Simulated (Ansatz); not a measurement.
# CH5AlSn: a ladder of functionals and wavefunction methods

The task here is to estimate one member of a computed series from the others.

Computed with Ansatz 0.2.0, Gaussian basis. Level: functionals in def2-TZVPP, the program's frozen cores in correlated methods.

Levels to be run: LDA (SPW92), PBE-D4, revPBE-D4, BLYP-D4, r2SCAN-D4, B97M-V, PBE0-D4, B3LYP-D4, r2SCANh-D4, r2SCAN0-D4, HSE06-D4, BHLYP-D4, CAM-B3LYP-D4, LC-ωPBE, ωB97X-V, ωB97M-V, B2PLYP, PBE-QIDH; CCSD(T)/def2-SVP; CCSD(T)/def2-TZVPP; MP2/def2-QZVPP; extrapolation to the limit; RPA on PBE.

**The geometry**

An earlier PBE0-D4 in a triple-zeta def2 set relaxation fixed the geometry. Sn takes the def2 core potential; no spin-orbit term is included.

SMILES `[CH2]1[AlH][SnH2]1`, 8 atoms, charge 0, spin multiplicity 1.

Atoms are counted from 1 here; the program's logs count them from 0.

Bond lengths: C1–Al2 1.925 Å, C1–Sn3 2.260 Å, C1–H4 1.092 Å, C1–H5 1.092 Å, Al2–Sn3 2.543 Å, Al2–H6 1.585 Å, Sn3–H7 1.709 Å, Sn3–H8 1.709 Å. Angles: Al2–C1–Sn3 74.4°, Al2–C1–H4 119.9°, Al2–C1–H5 120.7°, Sn3–C1–H4 113.3°, Sn3–C1–H5 114.8°, H4–C1–H5 109.4°, C1–Al2–Sn3 58.8°, C1–Al2–H6 145.2°, Sn3–Al2–H6 155.9°, C1–Sn3–Al2 46.8°, C1–Sn3–H7 110.7°, C1–Sn3–H8 111.0°, Al2–Sn3–H7 125.9°, Al2–Sn3–H8 125.4°, H7–Sn3–H8 108.2°.

The first run:

File in.yaml:

```yaml
crystal:
  periodic: [false, false, false]
  atoms:
    - {symbol: C, position_ang: [-0.827511, 0.226223, -0.522341]}
    - {symbol: Al, position_ang: [-0.030228, 1.312379, 0.852147]}
    - {symbol: Sn, position_ang: [0.994209, -0.914895, 0.175558]}
    - {symbol: H, position_ang: [-1.765688, -0.297679, -0.327247]}
    - {symbol: H, position_ang: [-0.797770, 0.540466, -1.567524]}
    - {symbol: H, position_ang: [-0.129838, 2.673383, 1.657561]}
    - {symbol: H, position_ang: [0.549192, -2.448789, 0.783120]}
    - {symbol: H, position_ang: [2.099733, -1.148090, -1.106973]}
basis:
  gaussian: {orbitals: def2-TZVPP}
hamiltonian: {xc: lda}
output: {orbitals: {seedname: orbitals}}
```

Command:

```sh
$ ansatz run in.yaml --threads 2 --pin off --events-out ev --progress --plain --max-ram 4352MiB
```

Steps of the session up to this table: LDA; PBE-D4 (GGA); revPBE-D4 (GGA); BLYP-D4 (GGA); r2SCAN-D4 (meta-GGA); B97M-V (meta-GGA); PBE0-D4 (hybrid); B3LYP-D4 (hybrid); r2SCANh-D4 (hybrid); r2SCAN0-D4 (hybrid); HSE06-D4 (hybrid); BHLYP-D4 (hybrid); CAM-B3LYP-D4 (range-separated); LC-ωPBE (range-separated); ωB97X-V (range-separated); ωB97M-V (range-separated); B2PLYP (double hybrid); PBE-QIDH (double hybrid).

One of the session's tables, all rows but one given; the rest of the session is left out.

It belongs to the step «Orbital energies across the functionals». 

| functional | HOMO (eV) | LUMO (eV) | gap (eV) |
| --- | --- | --- | --- |
| LDA (SPW92) | ? | ? | ? |
| PBE-D4 | -5.10 | -2.73 | 2.37 |
| revPBE-D4 | -5.05 | -2.64 | 2.41 |
| BLYP-D4 | -4.96 | -2.61 | 2.35 |
| r2SCAN-D4 | -5.27 | -2.49 | 2.78 |
| B97M-V | -5.29 | -2.63 | 2.66 |
| PBE0-D4 | -5.98 | -1.99 | 4.00 |
| B3LYP-D4 | -5.82 | -2.17 | 3.65 |
| r2SCANh-D4 | -5.60 | -2.23 | 3.37 |
| r2SCAN0-D4 | -6.09 | -1.86 | 4.24 |
| HSE06-D4 | -5.60 | -2.35 | 3.24 |
| BHLYP-D4 | -6.75 | -1.20 | 5.55 |
| CAM-B3LYP-D4 | -7.12 | -1.02 | 6.10 |
| LC-ωPBE | -8.29 | 0.03 | 8.32 |
| ωB97X-V | -8.03 | -0.09 | 7.93 |
| ωB97M-V | -7.88 | -0.36 | 7.53 |

Q: Estimate the row for LDA (SPW92) from the others.

As computed: HOMO (eV): -5.22; LUMO (eV): -2.94; gap (eV): 2.29. In the column «HOMO (eV)» it lies between r2SCAN-D4 (-5.27) and PBE-D4 (-5.10).
